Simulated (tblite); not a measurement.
# C7H14AlF: the cost of one run

Computed with tblite 0.8.0 and PySCF 2.14.0, with density-fitted response routines of our own, on a single molecule in the gas phase. Atoms are numbered from 0 throughout.

**1. Starting geometry**

23 atoms, charge 0, multiplicity 1; geometry from: force field or distance geometry start.

Bonds of the start (Å): C0–C1 1.52, C1–C2 1.47, C2–C3 1.54, C3–C4 1.52, C4–C5 1.51, C5–C6 1.54, C6–Al7 1.94, Al7–F8 1.82, C6–C2 1.52, C0–H9 1.11, C0–H10 1.11, C0–H11 1.12, C1–H12 1.08, C1–H13 1.14, C2–H14 1.10, C3–H15 1.09, C3–H16 1.10, C4–H17 1.12, C4–H18 1.10, C5–H19 1.13, C5–H20 1.09, C6–H21 1.12, Al7–H22 1.63.

**2. Optimising the geometry with GFN2-xTB**

What the job is given:

```
{"job": {"kind": "relax", "xc": "GFN2-xTB", "basis": "xTB"}, "charge": 0, "multiplicity": 1}
C      2.417900     0.744600    -0.035000
C      1.519000    -0.180900    -0.843200
C      0.301800    -0.544800    -0.099500
C     -0.624800    -1.483800    -0.899900
C     -1.865200    -1.473200    -0.015300
C     -1.750900    -0.260700     0.876700
C     -0.728200     0.565000     0.070300
Al    -0.124400     2.188200     0.954600
F      0.313700     3.596400    -0.109600
H      3.482100     0.436600    -0.155600
H      2.289700     1.783000    -0.392400
H      2.224100     0.679200     1.068900
H      1.363000     0.218800    -1.839500
H      2.143300    -1.126800    -0.951200
H      0.453200    -0.992400     0.894900
H     -0.190800    -2.478300    -1.030500
H     -0.857600    -0.927900    -1.817900
H     -2.762600    -1.280900    -0.662000
H     -1.968400    -2.414700     0.542900
H     -1.234400    -0.632700     1.814400
H     -2.682900     0.267300     1.066400
H     -1.245500     0.724500    -0.910600
H     -0.477000     2.620500     2.483200
```

Started as:

```bash
OMP_NUM_THREADS=1 python probes_run.py task.json out
```

This one command runs all jobs of the session in turn.

**Question.** How long does this first job take on 1 thread of Arm Neoverse N1, shared host, and how much memory does it need?

About 2.2 s, with a peak of 0.18 GiB.
